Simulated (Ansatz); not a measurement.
# MnPt: the cost of one run

Computed with Ansatz 0.2.0 (DFT LDA, scalar-relativistic, plane waves, PAW, unless a step's input says otherwise).

## Step 1: The system as given

It takes space group P4/mmm (No. 123, tetragonal). Conventional cell: a = 2.714 Å, b = 2.714 Å, c = 3.659 Å, α = 90.00°, β = 90.00°, γ = 90.00°. Mn (site symmetry 4/mmm) has 8 Pt at 2.65 Å and 4 Mn at 2.71 Å as nearest neighbours. Around Pt (site symmetry 4/mmm) lie 8 Mn at 2.65 Å and 4 Pt at 2.71 Å.

Structure file:

```
CELL_PARAMETERS angstrom
2.71427 2.71427 0.00000
-2.71427 2.71427 0.00000
0.00000 0.00000 3.65909
ATOMIC_POSITIONS crystal
Mn 0.00000 0.00000 0.00000
Pt 0.50000 0.00000 0.50000
Mn 0.50000 0.50000 0.00000
Pt 0.00000 0.50000 0.50000
```

This cell comes from an earlier session at LDA: 13.479 Å³/atom at 0.00 GPa, on a 12×12×12 mesh. The large moments point both ways and cancel.

Volume factors to run: 0.980, 1.020, 0.960, 1.040.

## Step 2: Volume × 0.980

File input.yaml:

```yaml
crystal:
  lattice:
    - [2.6960563293, 2.6960563293, 0.0]
    - [-2.6960563293, 2.6960563293, 0.0]
    - [0.0, 0.0, 3.6345290734]
  atoms:
    - { symbol: Mn, position: [0.0, 0.0, 0.0], spin: 3.65 }
    - { symbol: Pt, position: [0.5, 0.0, 0.5] }
    - { symbol: Mn, position: [0.5, 0.5, 0.0], spin: -3.65 }
    - { symbol: Pt, position: [1.0, 0.5, 0.5] }
basis:
  ecutwfc: 420
  ecutrho_ratio: 4
kpoints:
  mp_grid: { grid: [12, 12, 12] }
hamiltonian:
  xc: lda
scf:
  occupations: { method: gaussian, width: 0.05 }
output:
  forces: true
  stress: true
  eigenvalues: true
  populations: true
magnetization:
  spin_polarized: true
relax:
  f_tol: 0.01
  max_steps: 40
  cell: { stress_tol: 0.1, fix: [volume] }
```

The run is started by

```console
> ansatz run input.yaml --threads 2 --pin off --max-ram 5120MiB --backend cpu --events-out ev --progress --plain --runs-dir out
```

Q: Estimate wall time and peak memory on 2 threads of Intel Xeon 6975P-C (Granite Rapids), shared host.

About 41 s, with a peak of 0.95 GiB.
